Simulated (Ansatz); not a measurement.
# TaSnO3: the cost of one run

Method: DFT r2SCAN, scalar-relativistic, plane waves, PAW, in Ansatz 0.2.0.

## 1. Starting point

It takes space group Pm-3m (No. 221, cubic). The conventional cell has a = 3.880 Å, b = 3.880 Å, c = 3.880 Å, α = 90.00°, β = 90.00°, γ = 90.00°. Around Ta (site symmetry m-3m) lie 6 O at 1.94 Å. Around Sn (site symmetry m-3m) lie 12 O at 2.74 Å. Around O (site symmetry 4/mmm) lie 2 Ta at 1.94 Å and 4 Sn at 2.74 Å.

As a file:

```cif
data_structure
_symmetry_space_group_name_H-M 'Pm-3m'
_symmetry_Int_Tables_number 221
_cell_length_a 3.8800
_cell_length_b 3.8800
_cell_length_c 3.8800
_cell_angle_alpha 90.000
_cell_angle_beta 90.000
_cell_angle_gamma 90.000
_cell_volume 58.41
loop_
_atom_site_label
_atom_site_type_symbol
_atom_site_symmetry_multiplicity
_atom_site_Wyckoff_symbol
_atom_site_fract_x
_atom_site_fract_y
_atom_site_fract_z
_atom_site_occupancy
Ta1 Ta 1 b 0.50000 0.50000 0.50000 1
Sn1 Sn 1 a 0.00000 0.00000 0.00000 1
O1 O 3 c 0.00000 0.50000 0.50000 1
```

The cell is taken as given, not relaxed at this level.

## 2. The reference cell

The reference gives a free energy of -17690.5047 eV, pressure 32.50 GPa, largest force 0.000 eV/Å and gap on the mesh none (metal). It was computed beforehand with the settings of the runs below.

## 3. Setting up biaxial against axial strain

The cell is strained by p along both x and y and by q along z, with fractional coordinates fixed.

## 4. Point p = -0.080, q = -0.080

Contents of input.yaml:

```yaml
crystal:
  lattice:
    - [3.5696, 0.0, 0.0]
    - [0.0, 3.5696, 0.0]
    - [0.0, 0.0, 3.5696]
  atoms:
    - { symbol: Ta, position: [0.5, 0.5, 0.5] }
    - { symbol: Sn, position: [0.0, 0.0, 0.0] }
    - { symbol: O, position: [0.0, 0.5, 0.5] }
    - { symbol: O, position: [0.5, 0.0, 0.5] }
    - { symbol: O, position: [0.5, 0.5, 0.0] }
basis:
  ecutwfc: 500
kpoints:
  mp_grid: { grid: [12, 12, 12] }
hamiltonian:
  xc: r2scan
scf:
  occupations: { method: gaussian, width: 0.15 }
output:
  forces: true
  stress: true
  eigenvalues: true
```

Command:

```bash
> ansatz run input.yaml --threads 1 --pin off --max-ram 2560MiB --backend cpu --events-out ev --progress --plain --runs-dir out
```

Q: Estimate wall time and peak memory on 1 thread of Arm Neoverse V1, shared host.

About 16 s, with a peak of 0.48 GiB.
